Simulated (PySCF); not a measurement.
# B2BrH7N2: the cost of one run

Computed with PySCF 2.14.0, with density-fitted response routines of our own, on a single molecule, in the gas phase or a continuum. Atoms count from 0, in the outputs and in this text.

**1. Starting geometry**

12 atoms, charge 0, multiplicity 1; geometry from: GFN2-xTB. The atoms were then displaced at random by about 0.01 Å, so the start is not that level's minimum.

Bonds of the start (Å): Br0–B1 1.99, B1–N2 1.59, N2–B3 1.56, B3–N4 1.59, N4–B1 1.58, B1–H5 1.18, N2–H6 1.02, N2–H7 1.02, B3–H8 1.18, B3–H9 1.21, N4–H10 1.00, N4–H11 1.02.

**2. Relaxing the molecule at PBE0-D3(BJ)/def2-SVP**

Job settings and geometry (Å):

```
{"job": {"xc": "PBE0", "basis": "def2-SVP", "d3": "d3bj", "grid": 1, "shake": 0.01, "kind": "geom"}, "charge": 0, "multiplicity": 1}
Br     2.424010     0.013940    -1.204390
B      1.023630    -0.065030     0.212570
N     -0.012910     1.132050     0.103350
B     -1.127350     0.044140    -0.001540
N     -0.078320    -1.137660    -0.136870
H      1.495870    -0.186260     1.290280
H     -0.035210     1.756530     0.908670
H      0.121200     1.708760    -0.728380
H     -1.815310     0.173700    -0.957500
H     -1.762770    -0.045350     1.028590
H     -0.021060    -1.522130    -1.053660
H     -0.172090    -1.900960     0.529860
```

Launch:

```console
$ OMP_NUM_THREADS=1 python probes_run.py task.json out
```

This one command runs all jobs of the session in turn.

Q: Estimate the wall time and peak memory of this first job on 1 thread of AMD EPYC 9R45, shared host.

About 18 s, with a peak of 0.52 GiB.
